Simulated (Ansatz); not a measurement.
**Nudged elastic band run: C₆₂N, charge +1**

Input:

```yaml
crystal:
  lattice:
    - [7.14, 0.0, 0.0]
    - [0.0, 7.14, 0.0]
    - [0.0, 0.0, 7.14]
  atoms:
    - { symbol: C, position: [0.49932479, -0.00057853, 4.094e-05] }
    - { symbol: C, position: [0.62442609, 0.12496816, 0.12515265] }
    - { symbol: C, position: [0.74874048, 0.24914165, -0.00038092] }
    - { symbol: C, position: [0.87540175, 0.37818708, 0.12838354] }
    - { symbol: C, position: [0.74941817, 0.00048165, 0.25013949] }
    - { symbol: C, position: [0.87453054, 0.12459952, 0.37525371] }
    - { symbol: C, position: [0.00010949, 0.00043496, -0.00096692] }
    - { symbol: C, position: [0.12419387, 0.12506511, 0.12640667] }
    - { symbol: C, position: [0.24957744, 0.24917348, 0.00109584] }
    - { symbol: C, position: [0.37367915, 0.37455295, 0.12640372] }
    - { symbol: C, position: [0.49831888, 0.49864685, -0.00096663] }
    - { symbol: C, position: [0.62493235, 0.62568698, 0.12565386] }
    - { symbol: C, position: [0.74941683, 0.74933573, -0.00100264] }
    - { symbol: C, position: [0.87305882, 0.87382956, 0.12564621] }
    - { symbol: C, position: [0.24960074, -0.000154, 0.24946716] }
    - { symbol: C, position: [0.37483386, 0.12389823, 0.37582378] }
    - { symbol: C, position: [0.49888534, 0.24913692, 0.24946988] }
    - { symbol: C, position: [0.62763876, 0.37816426, 0.37611674] }
    - { symbol: C, position: [0.73770317, 0.49337722, 0.23844297] }
    - { symbol: C, position: [0.49831231, 0.00043321, 0.50083174] }
    - { symbol: C, position: [0.62567393, 0.12506865, 0.62492528] }
    - { symbol: C, position: [0.75252942, 0.251216, 0.49958963] }
    - { symbol: C, position: [0.88071199, 0.37387614, 0.62561613] }
    - { symbol: C, position: [0.74874567, -0.00015972, 0.75032394] }
    - { symbol: C, position: [0.87509536, 0.12389887, 0.87556489] }
    - { symbol: C, position: [-0.00088398, 0.49962927, 0.00053287] }
    - { symbol: C, position: [0.12057226, 0.62335882, 0.12834335] }
    - { symbol: C, position: [0.2496061, 0.75000032, -0.00039802] }
    - { symbol: C, position: [0.37377376, 0.87432111, 0.1251444] }
    - { symbol: C, position: [-0.001128, 0.25123134, 0.25326429] }
    - { symbol: C, position: [0.12489152, 0.37393307, 0.38149137] }
    - { symbol: C, position: [0.24753497, 0.49991517, 0.25323452] }
    - { symbol: C, position: [0.37415866, 0.62421291, 0.37525955] }
    - { symbol: C, position: [0.49828498, 0.74933335, 0.25013504] }
    - { symbol: C, position: [0.6249191, 0.87383017, 0.37378662] }
    - { symbol: C, position: [-0.00088451, -0.00107169, 0.49984219] }
    - { symbol: C, position: [0.12506795, 0.12269951, 0.62580801] }
    - { symbol: C, position: [0.25137435, 0.24735046, 0.50156398] }
    - { symbol: C, position: [0.37603683, 0.3736723, 0.62579404] }
    - { symbol: C, position: [0.49984665, 0.49962793, 0.49984979] }
    - { symbol: C, position: [0.62764561, 0.62336571, 0.6212912] }
    - { symbol: C, position: [0.73771586, 0.76104021, 0.50608654] }
    - { symbol: C, position: [0.8753931, 0.87110173, 0.62128497] }
    - { symbol: C, position: [0.24957182, -0.00164182, 0.75030166] }
    - { symbol: C, position: [0.37471451, 0.124025, 0.87544994] }
    - { symbol: C, position: [0.50037977, 0.24916398, 0.75030138] }
    - { symbol: C, position: [0.62566529, 0.37455154, 0.87441381] }
    - { symbol: C, position: [0.75252918, 0.4999051, 0.74824403] }
    - { symbol: C, position: [0.87452627, 0.62422473, 0.87486807] }
    - { symbol: C, position: [0.00537375, 0.76105122, 0.23841629] }
    - { symbol: C, position: [0.12054968, 0.87109684, 0.37611805] }
    - { symbol: "N", position: [0.01047007, 0.48818053, 0.51124928] }
    - { symbol: C, position: [0.12485365, 0.61796166, 0.62554639] }
    - { symbol: C, position: [0.24751689, 0.74621344, 0.49955941] }
    - { symbol: C, position: [0.37367602, 0.8730669, 0.6249224] }
    - { symbol: C, position: [0.00080587, 0.24734814, 0.75211687] }
    - { symbol: C, position: [0.12506854, 0.37366725, 0.87674954] }
    - { symbol: C, position: [0.25137705, 0.49789136, 0.75209438] }
    - { symbol: C, position: [0.37483856, 0.62364166, 0.8755585] }
    - { symbol: C, position: [0.49889134, 0.74999858, 0.75032711] }
    - { symbol: C, position: [0.62442871, 0.87432171, 0.87450352] }
    - { symbol: C, position: [-0.00115281, 0.74621598, 0.74823206] }
    - { symbol: C, position: [0.12419048, 0.87306558, 0.87439514] }
total_charge: 1
basis:
  ecutwfc: 420.0
kpoints:
  mp_grid: { grid: [2, 2, 2] }
hamiltonian:
  xc: pbesol
  pseudopotentials: { kind: paw, azcp: { folder: soft_1 } }
scf:
  occupations: { method: gaussian, width: 0.05 }
  lower_state_search: "off"
  max_iter: 72
neb:
  images: 3
  f_tol: 0.05
  max_iterations: 37
  order_check: false
  spring: 50.0
  optimiser: fire
  final_atoms:
    - { symbol: C, position: [0.4998398, 0.0001602, -0.0001602] }
    - { symbol: C, position: [0.62500526, 0.12582497, 0.12500526] }
    - { symbol: C, position: [0.75037468, 0.25113714, 0.00088081] }
    - { symbol: C, position: [0.87572312, 0.37798351, 0.12706496] }
    - { symbol: C, position: [0.74950992, 0.0014555, 0.24950992] }
    - { symbol: C, position: [0.87544674, 0.12528125, 0.37544674] }
    - { symbol: C, position: [-0.00053547, 0.00029261, -0.00029261] }
    - { symbol: C, position: [0.12580188, 0.12433769, 0.12496108] }
    - { symbol: C, position: [0.25011426, 0.24988574, 0.00076863] }
    - { symbol: C, position: [0.37566231, 0.37419812, 0.12496108] }
    - { symbol: C, position: [0.49970739, 0.50053547, -0.00029261] }
    - { symbol: C, position: [0.62319704, 0.62624891, 0.12319704] }
    - { symbol: C, position: [0.74950992, 0.75049008, -0.0014555] }
    - { symbol: C, position: [0.87375109, 0.87680296, 0.12319704] }
    - { symbol: C, position: [0.24886286, -0.00088081, 0.25037468] }
    - { symbol: C, position: [0.37624054, 0.12375946, 0.37446547] }
    - { symbol: C, position: [0.50088081, 0.25113714, 0.25037468] }
    - { symbol: C, position: [0.62706496, 0.37798351, 0.37572312] }
    - { symbol: C, position: [0.74971808, 0.50620551, 0.24971808] }
    - { symbol: C, position: [0.49970739, 0.00029261, 0.49946453] }
    - { symbol: C, position: [0.62496108, 0.12433769, 0.62580188] }
    - { symbol: C, position: [0.75400159, 0.25310048, 0.49915802] }
    - { symbol: C, position: [0.86917377, 0.36315491, 0.63684509] }
    - { symbol: C, position: [0.75037468, -0.00088081, 0.74886286] }
    - { symbol: C, position: [0.87446547, 0.12375946, 0.87624054] }
    - { symbol: C, position: [2.373e-05, 0.49997627, 0.00041852] }
    - { symbol: C, position: [0.12201649, 0.62427688, 0.12706496] }
    - { symbol: C, position: [0.24886286, 0.74962532, 0.00088081] }
    - { symbol: C, position: [0.37417503, 0.87499474, 0.12500526] }
    - { symbol: C, position: [-0.00084198, 0.25310048, 0.25400159] }
    - { symbol: C, position: [0.13684509, 0.36315491, 0.36917377] }
    - { symbol: C, position: [0.24689952, 0.50084198, 0.25400159] }
    - { symbol: C, position: [0.37471875, 0.62455326, 0.37544674] }
    - { symbol: C, position: [0.4985445, 0.75049008, 0.24950992] }
    - { symbol: C, position: [0.62319704, 0.87680296, 0.37375109] }
    - { symbol: C, position: [2.373e-05, -0.00041852, 0.50002373] }
    - { symbol: C, position: [0.12513056, 0.12372501, 0.62513056] }
    - { symbol: C, position: [0.24959399, 0.25040601, 0.50150084] }
    - { symbol: C, position: [0.37627499, 0.37486944, 0.62513056] }
    - { symbol: C, position: [0.50041852, 0.49997627, 0.50002373] }
    - { symbol: C, position: [0.62706496, 0.62427688, 0.62201649] }
    - { symbol: C, position: [0.74971808, 0.75028192, 0.49379449] }
    - { symbol: C, position: [0.87572312, 0.87293504, 0.62201649] }
    - { symbol: C, position: [0.25011426, -0.00076863, 0.75011426] }
    - { symbol: C, position: [0.37522071, 0.12477929, 0.87522071] }
    - { symbol: C, position: [0.50076863, 0.24988574, 0.75011426] }
    - { symbol: C, position: [0.62496108, 0.37419812, 0.87566231] }
    - { symbol: C, position: [0.75400159, 0.50084198, 0.74689952] }
    - { symbol: C, position: [0.87544674, 0.62455326, 0.87471875] }
    - { symbol: C, position: [-0.00620551, 0.75028192, 0.24971808] }
    - { symbol: C, position: [0.12201649, 0.87293504, 0.37572312] }
    - { symbol: "N", position: [-0.13599096, 0.63599096, 0.36400904] }
    - { symbol: C, position: [0.13684509, 0.63082623, 0.63684509] }
    - { symbol: C, position: [0.24689952, 0.74599841, 0.49915802] }
    - { symbol: C, position: [0.37566231, 0.87503892, 0.62580188] }
    - { symbol: C, position: [0.00150084, 0.25040601, 0.74959399] }
    - { symbol: C, position: [0.12513056, 0.37486944, 0.87627499] }
    - { symbol: C, position: [0.24959399, 0.49849916, 0.74959399] }
    - { symbol: C, position: [0.37624054, 0.62553453, 0.87624054] }
    - { symbol: C, position: [0.50088081, 0.74962532, 0.74886286] }
    - { symbol: C, position: [0.62500526, 0.87499474, 0.87417503] }
    - { symbol: C, position: [-0.00084198, 0.74599841, 0.74689952] }
    - { symbol: C, position: [0.12580188, 0.87503892, 0.87566231] }
```

Run as:

```bash
$ ansatz run input.yaml --threads 4 --pin off --max-ram 10240MiB --backend cpu --events-out ev --progress --plain --runs-dir out
```

Output, in part (warnings, iteration lines):

```
NEB end point (image 0): max|allowed force component| = 1.898e-2 eV/Å (the criterion of neb.relax_end_points is 1.000e-2)
NEB end point (image 4): max|allowed force component| = 9.524e-3 eV/Å (the criterion of neb.relax_end_points is 1.000e-2)
NEB iter   1: max|band force component| = 1.727e0 eV/Å  barrier→ = 5.3562 eV  barrier← = 5.3562 eV  Δτ_max = 0.0322 Å  (38 SCF iters)
NEB iter   2: max|band force component| = 9.741e-1 eV/Å  barrier→ = 5.1031 eV  barrier← = 5.1031 eV  Δτ_max = 0.0394 Å  (18 SCF iters)
NEB iter   3: max|band force component| = 8.907e-1 eV/Å  barrier→ = 4.9254 eV  barrier← = 4.9254 eV  Δτ_max = 0.0034 Å  (18 SCF iters)
NEB iter   4: max|band force component| = 7.628e-1 eV/Å  barrier→ = 4.9012 eV  barrier← = 4.9012 eV  Δτ_max = 0.0061 Å  (18 SCF iters)
NEB iter   5: max|band force component| = 5.218e-1 eV/Å  barrier→ = 4.8652 eV  barrier← = 4.8652 eV  Δτ_max = 0.0080 Å  (18 SCF iters)
NEB iter   6: max|band force component| = 3.780e-1 eV/Å  barrier→ = 4.8323 eV  barrier← = 4.8323 eV  CI = image 2  Δτ_max = 0.0083 Å  (18 SCF iters)
NEB iter   7: max|band force component| = 6.823e-1 eV/Å  barrier→ = 4.8083 eV  barrier← = 4.8083 eV  CI = image 2  Δτ_max = 0.0027 Å  (18 SCF iters)
NEB iter   8: max|band force component| = 5.424e-1 eV/Å  barrier→ = 4.8009 eV  barrier← = 4.8009 eV  CI = image 2  Δτ_max = 0.0049 Å  (18 SCF iters)
NEB iter   9: max|band force component| = 2.984e-1 eV/Å  barrier→ = 4.7893 eV  barrier← = 4.7893 eV  CI = image 2  Δτ_max = 0.0060 Å  (18 SCF iters)
NEB iter  10: max|band force component| = 3.055e-1 eV/Å  barrier→ = 4.7772 eV  barrier← = 4.7772 eV  CI = image 2  Δτ_max = 0.0056 Å  (18 SCF iters)
NEB iter  11: max|band force component| = 3.510e-1 eV/Å  barrier→ = 4.7664 eV  barrier← = 4.7664 eV  CI = image 2  Δτ_max = 0.0043 Å  (18 SCF iters)
NEB iter  12: max|band force component| = 3.047e-1 eV/Å  barrier→ = 4.7566 eV  barrier← = 4.7566 eV  CI = image 2  Δτ_max = 0.0052 Å  (18 SCF iters)
NEB iter  13: max|band force component| = 2.584e-1 eV/Å  barrier→ = 4.7476 eV  barrier← = 4.7476 eV  CI = image 2  Δτ_max = 0.0064 Å  (18 SCF iters)
NEB iter  14: max|band force component| = 1.117e-1 eV/Å  barrier→ = 4.7403 eV  barrier← = 4.7403 eV  CI = image 2  Δτ_max = 0.0062 Å  (18 SCF iters)
NEB iter  15: max|band force component| = 1.843e-1 eV/Å  barrier→ = 4.7391 eV  barrier← = 4.7391 eV  CI = image 2  Δτ_max = 0.0003 Å  (18 SCF iters)
NEB iter  16: max|band force component| = 1.664e-1 eV/Å  barrier→ = 4.7390 eV  barrier← = 4.7390 eV  CI = image 2  Δτ_max = 0.0006 Å  (19 SCF iters)
NEB iter  17: max|band force component| = 1.326e-1 eV/Å  barrier→ = 4.7388 eV  barrier← = 4.7388 eV  CI = image 2  Δτ_max = 0.0008 Å  (19 SCF iters)
NEB iter  18: max|band force component| = 8.654e-2 eV/Å  barrier→ = 4.7386 eV  barrier← = 4.7386 eV  CI = image 2  Δτ_max = 0.0009 Å  (19 SCF iters)
NEB iter  19: max|band force component| = 3.351e-2 eV/Å  barrier→ = 4.7384 eV  barrier← = 4.7384 eV  CI = image 2  Δτ_max = 0.0000 Å  (19 SCF iters)
```

The forces met the threshold. Neighbouring images differ by up to 2.8 eV, so the band resolves the path poorly. The order of the point at the top wasn't checked. Limits of this set-up: PAW files made for another functional, no spin, though dangling bonds at a vacancy may carry it, a typed lattice constant that wasn't relaxed here, charged cell in a uniform background, uncorrected.

Final band (atoms are numbered from 1 in the order of the input):

| image | path coordinate (Å) | energy (eV) | C23–N52 (Å) | C31–N52 (Å) | N52–C53 (Å) |
| --- | --- | --- | --- | --- | --- |
| 0 | 0.00 | 0.00 | 1.48 | 1.48 | 1.48 |
| 1 | 0.50 | 1.95 | 1.68 | 1.68 | 1.68 |
| 2 | 1.00 | 4.74 | 2.01 | 2.01 | 2.01 |
| 3 | 1.50 | 1.95 | 2.39 | 2.39 | 2.39 |
| 4 | 1.99 | 0.00 | 2.76 | 2.76 | 2.76 |

The run took 13 min on 4 threads of Arm Neoverse V1, on a shared host, peak memory 2.7 GiB.
